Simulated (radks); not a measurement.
# Valence configurations of La⁺

The task here is to estimate one member of a computed series from the others.

Method: scalar-relativistic Kohn-Sham, PBE, spin-unpolarised, spherical densities, point nucleus. Code: radks (a radial shooting solver on a logarithmic mesh, Libxc functionals) version 1.

### The atom as given

```
element       : lanthanum (Z = 57)
charge        : +1
electrons     : 56
configuration : [Xe] 5d2
others tried  : 5d1 6s1; 4f1 5d1; 6s2; 5d1 6p1; 4f0.5 5d0.5 6p1; 5d0.5 6p1.5; 5d1.5 6p0.5
```

Outer shells as boxes (Hund's rule):

La⁺
```
[Xe] core
5d [↑ ][↑ ][  ][  ][  ]
```

The first run:

Settings of this run:

```text
Z 57
configuration [Xe] 5d2
relativity scalar-relativistic
functional pbe,pbe
spin unpolarised
nucleus point
c 137.035999084
```

Among the steps run: [Xe] 5d2.

One of the session's tables, all rows but one given; the rest of the session is left out.

It belongs to the step «[Xe] 5d2». Sizes of the orbitals, from the radial functions (bohr):

| level | <r> | outermost maximum (interpolated) | 90 % within | nodes |
| --- | --- | --- | --- | --- |
| 3p | 0.2832 | 0.255 | 0.424 | 1 |
| 3d | 0.2600 | 0.210 | 0.407 | 0 |
| 4s | ? | ? | ? | ? |
| 4p | 0.6931 | 0.635 | 1.01 | 2 |
| 4d | 0.7674 | 0.672 | 1.15 | 1 |
| 5s | 1.563 | 1.41 | 2.25 | 4 |
| 5p | 1.815 | 1.59 | 2.65 | 3 |
| 5d | 2.894 | 2.23 | 4.53 | 2 |

Q: Estimate the row for 4s from the others.

The run gave: <r>: 0.6542; outermost maximum (interpolated): 0.608; 90 % within: 0.939; nodes: 3. In the column «<r>» it lies between 3p (0.2832) and 4p (0.6931).
